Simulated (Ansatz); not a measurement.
# CdSe: properties at the relaxed cell

An exercise on one series of results from a longer session: the logs are not shown, and one member is left open.

The COD entry's cell or inner coordinates are ideal or old and differ from later refinements, so a difference from it is no clean test against experiment.

Program: Ansatz 0.2.0. Level of theory: DFT r2SCAN, scalar-relativistic, plane waves, PAW. These are calculated values, not measurements.

1 further run of the same task is left out (set aside as unsound or not needed).

## The starting structure

The structure is hexagonal, space group P6_3mc (No. 186). The conventional cell has a = 4.341 Å, b = 4.341 Å, c = 7.076 Å, α = 90.00°, β = 90.00°, γ = 120.00°. Around Cd (site symmetry 3m) lie 4 Se at 2.66 Å. Se (site symmetry 3m) has 4 Cd at 2.66 Å as nearest neighbours.

Structure file:

```cif
data_structure
_symmetry_space_group_name_H-M 'P 1'
_symmetry_Int_Tables_number 1
_cell_length_a 4.3407
_cell_length_b 4.3407
_cell_length_c 7.0761
_cell_angle_alpha 90.000
_cell_angle_beta 90.000
_cell_angle_gamma 120.000
_cell_volume 115.47
loop_
_atom_site_label
_atom_site_type_symbol
_atom_site_fract_x
_atom_site_fract_y
_atom_site_fract_z
_atom_site_occupancy
Cd1 Cd 0.33333 0.66667 0.00451 1
Cd2 Cd 0.66667 0.33333 0.50451 1
Se1 Se 0.33333 0.66667 0.38049 1
Se2 Se 0.66667 0.33333 0.88049 1
```

This cell was relaxed beforehand with the same method: volume 28.87 Å³/atom, gap on the mesh 1.10 eV.

The first run:

File input.yaml:

```yaml
crystal:
  lattice:
    - [4.2968878887, 0.0, 0.0]
    - [-2.1484439444, 3.7212140688, 0.0]
    - [0.0, 0.0, 7.0046258147]
  atoms:
    - { symbol: Cd, position: [0.3333333333, 0.6666666667, 0.0045109635] }
    - { symbol: Cd, position: [0.6666666667, 0.3333333333, 0.5045109635] }
    - { symbol: Se, position: [0.3333333333, 0.6666666667, 0.3804890365] }
    - { symbol: Se, position: [0.6666666667, 0.3333333333, 0.8804890365] }
basis:
  ecutwfc: 500
kpoints:
  mp_grid: { grid: [6, 6, 4] }
hamiltonian:
  xc: r2scan
scf:
  occupations: { method: gaussian, width: 0.02 }
output:
  forces: true
  stress: true
  eigenvalues: true
relax:
  adjacent_minimum: "off"
  f_tol: 0.01
  max_steps: 30
  cell: { stress_tol: 0.1, fix: [volume] }
```

Started as:

```
$ ansatz run input.yaml --threads 1 --pin off --max-ram 2560MiB --backend cpu --events-out ev --progress --plain --runs-dir out
```

Among the steps run: Point at V/V0 = 0.97; Volume × 1.03; Point at V/V0 = 0.94; Point at V/V0 = 1.06; Volume × 0.91; The cell scaled to 1.10 of its volume; Point at V/V0 = 0.88.

One of the session's tables, all rows but one given; the rest of the session is left out.

It belongs to the step «Fit of the equation of state». 

| volume (Å³/atom) | energy above the lowest point (meV/atom) | pressure (GPa) | gap on the mesh (eV) |
| --- | --- | --- | --- |
| 25.402 | 84.5 | 8.79 | 1.40 |
| 26.268 | ? | ? | ? |
| 27.134 | 18.7 | 3.66 | 1.25 |
| 28.000 | 4.4 | 1.68 | 1.18 |
| 28.866 | 0.0 | 0.00 | 1.10 |
| 29.732 | 3.9 | -1.42 | 1.03 |
| 30.598 | 14.9 | -2.62 | 0.97 |
| 31.753 | 38.8 | -3.94 | 0.88 |

Estimate the missing values for volume (Å³/atom) = 26.268.

Worked estimate for «energy above the lowest point (meV/atom)». A straight line through the neighbours (25.402, 84.5) and (27.134, 18.7) gives 84.5 + (18.7 − 84.5) × (26.268 − 25.402) / (27.134 − 25.402) = 51.6; a parabola fitted to 3 rows on both sides gives 45.4.

As computed: energy above the lowest point (meV/atom): 44.7; pressure (GPa): 6.01; gap on the mesh (eV): 1.32. In «energy above the lowest point (meV/atom)» the line misses by +6.9 and the parabola by +0.7.
